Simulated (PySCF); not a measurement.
# CsZn: from the state search to spectroscopic constants

An exercise on one series of results from a longer session: the logs are not shown, and one member is left open.

The runs use PySCF 2.14.0; Cs def2-SVP with ECP46, Zn def2-SVP, scalar-relativistic core potentials.

The first run:

The job is set up so:

| Quantity | Value |
| --- | --- |
| atoms | Cs, Zn |
| charge | 0 |
| basis | Cs def2-SVP with ECP46, Zn def2-SVP |
| Hamiltonian | scalar-relativistic core potentials |
| basis functions | 55 |
| electrons treated | 39 |
| masses in u | 132.9054, 63.9291 |
| levels | PBE0, PBE, r²SCAN, M06, M06-2X, r²SCANh, HSE06, HF, MP2, SCS-MP2 |
| grid | 80 radial by 434 angular points |
| occupations | held fixed by the projection of orbital angular momentum |
| dissociation limit | Cs + Zn, each in its ground configuration |
| starting distance in angstrom | 3.395 |
| values of 2S to try | 1, 3 |

On the command line:

```
> OMP_NUM_THREADS=1 python dia.py task.json out
```

Among the steps run: The job; First curve: PBE0; Excited determinants; PBE; r²SCAN (meta-GGA); M06; M06-2X; r²SCANh (hybrid meta-GGA); HSE06 (range-separated hybrid); UHF (mean field).

One of the session's tables, all rows but one given; the rest of the session is left out.

| level | Re (Å) | ωe (cm⁻¹) | De (eV) |
| --- | --- | --- | --- |
| UHF-MP2 | 4.883 | 15.5 | 0.041 |
| PBE | 4.126 | 36.6 | 0.104 |
| r²SCAN | 4.142 | 36.9 | 0.100 |
| r²SCANh | 4.192 | 34.5 | 0.090 |
| PBE0 | 4.263 | 30.5 | 0.071 |
| M06 | 3.992 | 45.5 | 0.117 |
| HSE06 | ? | ? | ? |
| M06-2X | 4.367 | 30.3 | 0.087 |

**Question.** Estimate the row for HSE06.

The run gave: Re (Å): 4.199; ωe (cm⁻¹): 33.9; De (eV): 0.084. In the column «Re (Å)» it lies between r²SCANh (4.192) and PBE0 (4.263).

De is counted to Cs + Zn in their ground configurations. No constants: UHF (no minimum is bracketed among the points kept).

To keep in mind: The bond is weak, and basis-set superposition, which was not computed, may be a sizeable part of it.
